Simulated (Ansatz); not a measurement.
# NiPt (P4/mmm): fixed-spin-moment curve in Python

The task is a fixed-spin-moment curve, for NiPt (P4/mmm).

Program: Ansatz 0.2.0, driven from Python. Level of theory: DFT PBEsol, plane waves, PAW. These are calculated values, not measurements.

### Step 1. The system

It takes space group P4/mmm (No. 123, tetragonal). The conventional cell has a = 2.710 Å, b = 2.710 Å, c = 3.578 Å, α = 90.00°, β = 90.00°, γ = 90.00°. Ni (site symmetry 4/mmm) is surrounded by 8 Pt at 2.62 Å and 4 Ni at 2.71 Å. Around Pt (site symmetry 4/mmm) lie 8 Ni at 2.62 Å and 4 Pt at 2.71 Å.

No structure file is read: the coordinates are typed or built in the script.

### Step 2. The script

Contents of fsm_nipt.py:

```python
import warnings

import ansatz as az
from ase import Atoms

warnings.simplefilter("ignore", az.DeckWarning)

atoms = Atoms(
    ["Ni", "Pt"],
    scaled_positions=[
        (0.5, 0.5, 0.5),
        (0.0, 0.0, 0.0),
    ],
    cell=[
        (2.70993979, 0.0, 0.0),
        (0.0, 2.70993979, 0.0),
        (0.0, 0.0, 3.57832),
    ],
    pbc=True,
)
xtal = az.Crystal.from_ase(atoms)

model = (
    xtal.calculation()
    .functional("pbesol")
    .kpoints(density=5.1)
    .occupations("fermi_dirac", width=50 * az.meV)
)
rows = []
for total in [0.0, 0.4, 0.7, 1.1, 1.4, 1.8]:
    rep = model.spin("collinear", total=total, lock="hard").run(threads=1, backend="cpu").report
    up, down = rep["spin_fermi_energies_ev"]
    rows.append((total, rep["free_energy_ev"], up - down, rep["absolute_magnetization_mub"]))
reference = rows[0][1]
rows = [(m, 1000 * (e - reference), split, size) for m, e, split, size in rows]
print("     total muB    F - F(0) meV  EF up - down eV    absolute muB")
for row in rows:
    print(f"{str(row[0]):>14s}  {row[1]:14.2f}  {row[2]:15.4f}  {row[3]:14.3f}")
best = min(rows, key=lambda row: row[1])
print(f"lowest at {best[0]} muB per cell, {best[1]:.1f} meV against the first point")
```

### Step 3. Running it

The run is started by

```console
> python fsm_nipt.py
```

**Question.** At which total moment is the energy lowest, and how steeply does it rise?

As calculated:

| quantity | value |
| --- | --- |
| runs compared | 6 |
| range of energy | 76.03 meV/atom |
| lowest point, total moment held (μB) | 1.1 |

What this shows: The lowest point lies at 1.1 μB a cell, 17.3 meV below the point at 0 μB; at 1.8 μB the energy is 152 meV above the lowest. What to keep in mind:
- No spin polarisation was allowed.
- Spin-orbit coupling, which matters for elements this heavy, is left out.
- This cell is a computed structure, which may not be the phase found in nature.
- Only points where the Fermi levels of the two spins meet (minima, maxima and zero moment) are free solutions; a shallow minimum can lie between the points.
- The script silences the warnings on its input, which a real study should read.
